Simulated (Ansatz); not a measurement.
# C18Se: the cost of one run

Program: Ansatz 0.2.0. Level of theory: DFT PBE, plane waves, PAW, scalar-relativistic, no spin polarisation. These are calculated values, not measurements.

## (1) The structure to begin with

The cell holds 19 atoms (C18Se): a = 7.398 Å, b = 7.398 Å, c = 12.000 Å, α = 90.00°, β = 90.00°, γ = 120.00°.

As a file:

```xyz
19
Lattice="7.3980 0.0000 0.0000 -3.6990 6.4069 0.0000 0.0000 0.0000 12.0000" Properties=species:S:1:pos:R:3 pbc="T T T"
C     0.0000    0.0000    1.0000
C     1.2330    0.7119    1.0000
C    -1.2330    2.1356    1.0000
C     0.0000    2.8475    1.0000
C    -2.4660    4.2712    1.0000
C    -1.2330    4.9831    1.0000
C     2.4660    0.0000    1.0000
C     3.6990    0.7119    1.0000
C     1.2330    2.1356    1.0000
C     2.4660    2.8475    1.0000
C     0.0000    4.2712    1.0000
C     1.2330    4.9831    1.0000
C     4.9320    0.0000    1.0000
C     6.1650    0.7119    1.0000
C     3.6990    2.1356    1.0000
C     4.9320    2.8475    1.0000
C     2.4660    4.2712    1.0000
C     3.6990    4.9831    1.0000
Se    0.0228    0.6043    2.9100
```

## (2) Relaxing end A

Contents of input.yaml:

```yaml
crystal:
  lattice:
    - [7.398, 0.0, 0.0]
    - [-3.699, 6.406856, 0.0]
    - [0.0, 0.0, 12.0]
  atoms:
    - { symbol: C, position: [0.0, 0.0, 0.0833333] }
    - { symbol: C, position: [0.2222222, 0.1111111, 0.0833333] }
    - { symbol: C, position: [0.0, 0.3333333, 0.0833333] }
    - { symbol: C, position: [0.2222222, 0.4444444, 0.0833333] }
    - { symbol: C, position: [0.0, 0.6666667, 0.0833333] }
    - { symbol: C, position: [0.2222222, 0.7777778, 0.0833333] }
    - { symbol: C, position: [0.3333333, 0.0, 0.0833333] }
    - { symbol: C, position: [0.5555556, 0.1111111, 0.0833333] }
    - { symbol: C, position: [0.3333333, 0.3333333, 0.0833333] }
    - { symbol: C, position: [0.5555556, 0.4444444, 0.0833333] }
    - { symbol: C, position: [0.3333333, 0.6666667, 0.0833333] }
    - { symbol: C, position: [0.5555556, 0.7777778, 0.0833333] }
    - { symbol: C, position: [0.6666667, 0.0, 0.0833333] }
    - { symbol: C, position: [0.8888889, 0.1111111, 0.0833333] }
    - { symbol: C, position: [0.6666667, 0.3333333, 0.0833333] }
    - { symbol: C, position: [0.8888889, 0.4444444, 0.0833333] }
    - { symbol: C, position: [0.6666667, 0.6666667, 0.0833333] }
    - { symbol: C, position: [0.8888889, 0.7777778, 0.0833333] }
    - { symbol: Se, position: [0.0502429, 0.0943201, 0.2425] }
basis:
  ecutwfc: 420.0
kpoints:
  mp_grid: { grid: [2, 2, 1] }
hamiltonian:
  xc: pbe
scf:
  occupations: { method: gaussian, width: 0.02 }
  lower_state_search: "off"
relax:
  f_tol: 0.03
  max_steps: 60
  adjacent_minimum: "off"
```

Command:

```bash
$ ansatz run input.yaml --threads 1 --pin off --max-ram 3072MiB --backend cpu --events-out ev --progress --plain --runs-dir out
```

Q: Estimate wall time and peak memory on 1 thread of an Arm CPU, shared host.

About 61 s, with a peak of 0.67 GiB.
